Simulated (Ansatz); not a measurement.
# HSE06/6-311+G(d,p) run of C2H4Si (ethynylsilane)

What is the electronic atomisation energy of C2H4Si (ethynylsilane) at HSE06/6-311+G**? 

The results are computed with Ansatz 0.2.0.

49 further runs of the same task are left out: 7 that didn't finish, 42 set aside as unsound or not needed.

### 1 The system as given

The species is C2H4Si (7 atoms), meant as a singlet with charge 0. SMILES: `C#C[SiH3]`. Geometry: relaxed at PBE0-D4/def2-TZVP.

Bond lengths: C1–C2 1.206 Å, C2–Si3 1.823 Å, C1–H4 1.066 Å, Si3–H5 1.483 Å, Si3–H6 1.483 Å, Si3–H7 1.483 Å. Angles: C1–C2–Si3 180.0°, C2–C1–H4 180.0°, C2–Si3–H5 109.3°, C2–Si3–H6 109.3°, C2–Si3–H7 109.3°, H5–Si3–H6 109.6°, H5–Si3–H7 109.6°, H6–Si3–H7 109.6°.

### 2 A single-point energy at HSE06/6-311+G(d,p)

Contents of run.yaml:

```yaml
basis:
  gaussian:
    orbitals: 6-311+G_st__st_-spherical.json
crystal:
  periodic: [false, false, false]
  atoms:
    - symbol: C
      position_ang: [-0.580700, -1.871400, 0.172200]
    - symbol: C
      position_ang: [-0.218500, -0.726500, 0.062400]
    - symbol: Si
      position_ang: [0.329800, 1.004300, -0.103800]
    - symbol: H
      position_ang: [-0.901000, -2.883500, 0.269300]
    - symbol: H
      position_ang: [-0.094500, 1.528300, -1.425000]
    - symbol: H
      position_ang: [-0.281700, 1.818100, 0.974900]
    - symbol: H
      position_ang: [1.807900, 1.062900, 0.004400]
accuracy: high
output: {orbitals: {seedname: orbitals}}
hamiltonian:
  xc: hse06
magnetization:
  spin_polarized: false
  initial_magnetization: 0
```

The basis set 6-311+G** is read from a file made from the Basis Set Exchange's data (not shown).

Started as:

```sh
$ ansatz run run.yaml --threads 1 --pin off --max-ram 3480MiB --events-out events.jsonl --progress --plain --runs-dir runs
```

Log:

```text
Warning: RAYON_NUM_THREADS=1 ignored (pool sized by the plan → 1); use --threads N
Functional definition: HSE06
  name "HSE06"
  parameter a = 0.25
  parameter omega = 0.11/bohr
  exchange = pbe_x - a*pbe_x_sr(omega) + a*exact_x_sr(omega)
  correlation = pbe_c
1694 factors; integrals over basis functions are off by at most 4.2e-9 eV
115 factors; integrals over basis functions are off by at most 1.8e-9 eV
mean field evaluation 1: about -10003.7835 eV, gradient 4.5e1 eV
mean field evaluation 2: about -10000.8070 eV, gradient 5.3e1 eV
mean field evaluation 4: about -10008.8329 eV, gradient 8.4e0 eV
mean field evaluation 8: about -10009.0022 eV, gradient 1.8e-2 eV
mean field evaluation 16: about -10009.0022 eV, gradient 2.6e-7 eV
mean field -10009.00220106 eV, -367.8240465435 hartree, gradient 2.8e-8 eV, S^2 0.000000; 0 other end points of the search recorded, 0 dependent functions left out
reference -10009.00220728 eV, -367.8240467721 hartree; 15, 15 occupied and 83, 83 virtual orbitals, 1694 factors
Total energy: -10009.00220728 eV, -367.8240467721 hartree
```

It took 6.3 s on 1 thread of Arm Neoverse V1, shared host; peak memory 0.26 GiB.

### 3 The C atom, same level

Contents of in.yaml:

```yaml
crystal:
  periodic: [false, false, false]
  atoms:
    - {symbol: C, position_ang: [0.000000, 0.000000, 0.000000]}
basis:
  gaussian:
    orbitals: 6-311+G_st__st_.json
magnetization:
  spin_polarized: true
  initial_magnetization: 2
hamiltonian:
  xc: {name: HSE06}
accuracy: high
```

The basis set 6-311+G** is read from a file made from the Basis Set Exchange's data (not shown).

Started as:

```sh
$ ansatz run in.yaml --threads 1 --pin off --max-ram 3480MiB --events-out events.jsonl --progress --plain --runs-dir runs
```

Log:

```text
Warning: RAYON_NUM_THREADS=1 ignored (pool sized by the plan → 1); use --threads N
Functional definition: HSE06
  name "HSE06"
  parameter a = 0.25
  parameter omega = 0.11/bohr
  exchange = pbe_x - a*pbe_x_sr(omega) + a*exact_x_sr(omega)
  correlation = pbe_c
169 factors; integrals over basis functions are off by at most 2.6e-9 eV
44 factors; integrals over basis functions are off by at most 3.0e-10 eV
mean field evaluation 1: about -1028.4586 eV, gradient 5.0e0 eV
mean field evaluation 2: about -1028.5786 eV, gradient 2.1e0 eV
mean field evaluation 4: about -1028.6061 eV, gradient 3.4e-1 eV
mean field evaluation 8: about -1028.6067 eV, gradient 1.1e-3 eV
mean field -1028.60665420 eV, -37.8005973271 hartree, gradient 2.4e-8 eV, S^2 2.002939; 0 other end points of the search recorded, 0 dependent functions left out
reference -1028.60665815 eV, -37.8005974725 hartree; 4, 2 occupied and 18, 20 virtual orbitals, 169 factors
Total energy: -1028.60665815 eV, -37.8005974725 hartree
```

Wall time 0.53 s (1 thread of Arm Neoverse V1, shared host).

### 4 The H atom, same level

Contents of in.yaml:

```yaml
crystal:
  periodic: [false, false, false]
  atoms:
    - symbol: H
      position_ang: [0.000000, 0.000000, 0.000000]
basis:
  gaussian:
    orbitals: 6-311+G_st__st_.json
magnetization:
  spin_polarized: true
  initial_magnetization: 1
hamiltonian:
  xc: {name: HSE06}
accuracy: high
```

The basis set 6-311+G** is read from a file made from the Basis Set Exchange's data (not shown).

Run the same way, it converges to -0.50075 Eh (log not shown).

### 5 The Si atom at the same level

Contents of input.yaml:

```yaml
crystal:
  periodic: [false, false, false]
  atoms:
    - {symbol: Si, position_ang: [0.000000, 0.000000, 0.000000]}
basis:
  gaussian: {orbitals: 6-311+G_st__st_-spherical.json}
magnetization: {spin_polarized: true, initial_magnetization: 2}
hamiltonian: {xc: {name: HSE06}}
accuracy: high
```

The basis set 6-311+G** is read from a file made from the Basis Set Exchange's data (not shown).

Started as:

```sh
$ ansatz run input.yaml --threads 1 --pin off --max-ram 3480MiB --events-out events.jsonl --progress --plain --runs-dir runs
```

Log:

```text
Warning: RAYON_NUM_THREADS=1 ignored (pool sized by the plan → 1); use --threads N
Functional definition: HSE06
  name "HSE06"
  parameter a = 0.25
  parameter omega = 0.11/bohr
  exchange = pbe_x - a*pbe_x_sr(omega) + a*exact_x_sr(omega)
  correlation = pbe_c
230 factors; integrals over basis functions are off by at most 3.5e-9 eV
47 factors; integrals over basis functions are off by at most 8.1e-10 eV
mean field evaluation 1: about -7870.6477 eV, gradient 3.2e0 eV
mean field evaluation 2: about -7870.7261 eV, gradient 1.7e0 eV
mean field evaluation 4: about -7870.7351 eV, gradient 3.0e-1 eV
mean field evaluation 8: about -7870.7352 eV, gradient 3.2e-3 eV
mean field evaluation 16: about -7870.7352 eV, gradient 8.4e-8 eV
mean field evaluation 32: about -7870.7352 eV, gradient 2.6e-4 eV
mean field -7870.73517238 eV, -289.2441826091 hartree, gradient 3.5e-8 eV, S^2 2.002530; 3 other end points of the search recorded, 0 dependent functions left out
reference -7870.73517531 eV, -289.2441827167 hartree; 8, 6 occupied and 22, 24 virtual orbitals, 230 factors
Total energy: -7870.73517531 eV, -289.2441827167 hartree
```

It took 2.9 s on 1 thread of Arm Neoverse V1, shared host; peak memory 0.093 GiB.

### 6 Results

At HSE06/6-311+G**:

| quantity | value |
| --- | --- |
| molecule: total energy | -367.82405 Eh |
| molecule: HOMO energy | -7.91 eV |
| molecule: LUMO energy | -0.48 eV |
| molecule: HOMO–LUMO gap | 7.42 eV |
| C atom: total energy | -37.80060 Eh |
| C atom: ⟨S²⟩ | 2.003 |
| H atom: total energy | -0.50075 Eh |
| H atom: ⟨S²⟩ | 0.750 |
| Si atom: total energy | -289.24418 Eh |
| Si atom: ⟨S²⟩ | 2.003 |
| electronic atomisation energy | 26.549 eV |

**Reading.** Taking the molecule apart into free atoms costs 26.55 eV (612 kcal/mol), before zero-point energy and without spin-orbit coupling.
